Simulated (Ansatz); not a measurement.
**H3NO2Si + NH3: a complex and its separated parts**

The complex below is one end of an elementary step. How strongly is it bound against its free parts?

Method: PBE0-D4/def2-TZVP structures, single points in def2-TZVPP, no counterpoise correction; program: Ansatz 0.2.0, Gaussian basis.

Levels: SPW92, PBE-D4, BLYP-D4, r2SCAN-D4, B97M-V, PBE0-D4, B3LYP-D4, r2SCAN0-D4, BHLYP-D4, CAM-B3LYP-D4, wB97X-V, wB97M-V, B2PLYP, PBE-QIDH, RPA on PBE, Hartree-Fock, MP2, CCSD, CCSD(T).

Correlated methods freeze the cores. B3LYP uses VWN-RPA correlation. B2PLYP carries no dispersion term here.

56 further runs of the same task are left out: 56 set aside as unsound or not needed. Runs told in other sessions of the task aren't counted.

### Step 1. Starting geometry

The complex: 11 atoms, charge 0, spin multiplicity 1.

Atoms are counted from 1 here; the program's logs count them from 0.

Bond lengths: Si1–N2 1.924 Å, Si1–N3 1.599 Å, Si1–O5 1.662 Å, Si1–O6 1.651 Å, N2–H4 1.019 Å, N2–H7 1.014 Å, N2–H8 1.015 Å, N3–H9 1.005 Å, O5–H10 0.959 Å, O6–H11 0.959 Å. Angles: N2–Si1–N3 95.9°, N2–Si1–O5 99.4°, N2–Si1–O6 98.6°, N3–Si1–O5 124.4°, N3–Si1–O6 127.6°, O5–Si1–O6 102.4°, Si1–N2–H4 100.7°, Si1–N2–H7 115.1°, Si1–N2–H8 111.0°, H4–N2–H7 111.1°, H4–N2–H8 109.2°, H7–N2–H8 109.4°, Si1–N3–H9 126.6°, Si1–O5–H10 111.8°, Si1–O6–H11 114.3°.

As a file:

```mol
H6N2O2Si
  3D, bonds by distance, orders not assigned

 11 10  0  0  0  0  0  0  0  0999 V2000
   -0.4932   -0.1881    0.0663 Si  0  0
    1.3183    0.4536    0.1655 N   0  0
   -0.1819   -1.6470    0.6429 N   0  0
    1.8177   -0.4177    0.3398 H   0  0
   -0.8115    0.1424   -1.5310 O   0  0
   -1.2403    1.0630    0.8420 O   0  0
    1.6608    0.9088   -0.6739 H   0  0
    1.4409    1.0735    0.9594 H   0  0
   -0.8552   -2.3188    0.9686 H   0  0
   -0.8387   -0.6563   -2.0620 H   0  0
   -1.8167    1.5867    0.2824 H   0  0
  1  2  8  0
  1  3  8  0
  1  5  8  0
  1  6  8  0
  2  4  8  0
  2  7  8  0
  2  8  8  0
  3  9  8  0
  5 10  8  0
  6 11  8  0
M  END
```

Its parts: H3NO2Si holds atoms 1, 3, 5, 6, 9, 10, 11; NH3 holds atoms 2, 4, 7, 8. Each part counts its atoms afresh in its own runs.

### Step 2. Relaxing H3NO2Si alone

Input file relax-a/in.yaml:

```yaml
crystal:
  periodic: [false, false, false]
  atoms:
    - {symbol: Si, position_ang: [-0.493232, -0.188106, 0.066322]}
    - {symbol: N, position_ang: [-0.181880, -1.647037, 0.642904]}
    - {symbol: O, position_ang: [-0.811470, 0.142397, -1.531037]}
    - {symbol: O, position_ang: [-1.240280, 1.062968, 0.841956]}
    - {symbol: H, position_ang: [-0.855174, -2.318823, 0.968561]}
    - {symbol: H, position_ang: [-0.838743, -0.656289, -2.061978]}
    - {symbol: H, position_ang: [-1.816702, 1.586701, 0.282413]}
basis:
  gaussian: {orbitals: def2-TZVP}
hamiltonian: {xc: pbe0, dispersion: d4}
relax: {f_tol: 0.005, max_steps: 200}
```

The run is started by

```
$ ansatz run in.yaml --threads 8 --pin off --events-out ev --progress --plain --max-ram 19148MiB
```

After this run come: Relaxing NH3 alone; SPW92/def2-TZVPP; PBE-D4/def2-TZVPP; BLYP-D4/def2-TZVPP; r2SCAN-D4/def2-TZVPP; B97M-V/def2-TZVPP; PBE0-D4/def2-TZVPP; B3LYP-D4/def2-TZVPP; r2SCAN0-D4/def2-TZVPP; BHLYP-D4/def2-TZVPP; CAM-B3LYP-D4/def2-TZVPP; wB97X-V/def2-TZVPP; wB97M-V/def2-TZVPP; B2PLYP/def2-TZVPP; PBE-QIDH/def2-TZVPP; RPA on PBE/def2-TZVPP; CCSD(T)/def2-TZVPP; Vibrations of H3NO2Si; Vibrations of NH3.

**Question.** What will these runs give? Wanted: complex less parts, CCSD(T)/def2-TZVPP; with zero-point energy; largest T1 diagnostic.

The runs gave:

```
                              quantity          value
complex less parts, CCSD(T)/def2-TZVPP  -109.2 kJ/mol
                with zero-point energy   -95.5 kJ/mol
                 largest T1 diagnostic          0.014
```

In words: At CCSD(T) the complex lies 109.2 kJ/mol below its parts. PBE-D4 is the best functional here (0.0 kJ/mol from CCSD(T)); SPW92 is the worst (-34.2 kJ/mol). Mean unsigned error by rung: LDA 34.2, GGA 6.5, meta-GGA 3.9, hybrid 8.3, range-separated hybrid 5.9, double hybrid 9.7 kJ/mol. The double hybrids carry no dispersion term here, unlike the levels marked D4 or V. PBE-D4 gives a relative energy 0.0 kJ/mol too low, inside chemical accuracy (1 kcal/mol, 4.2 kJ/mol). No counterpoise was applied, and triple zeta lacks some correlation, so the CCSD(T) reference has a basis error of its own, and close matches with it are partly luck.
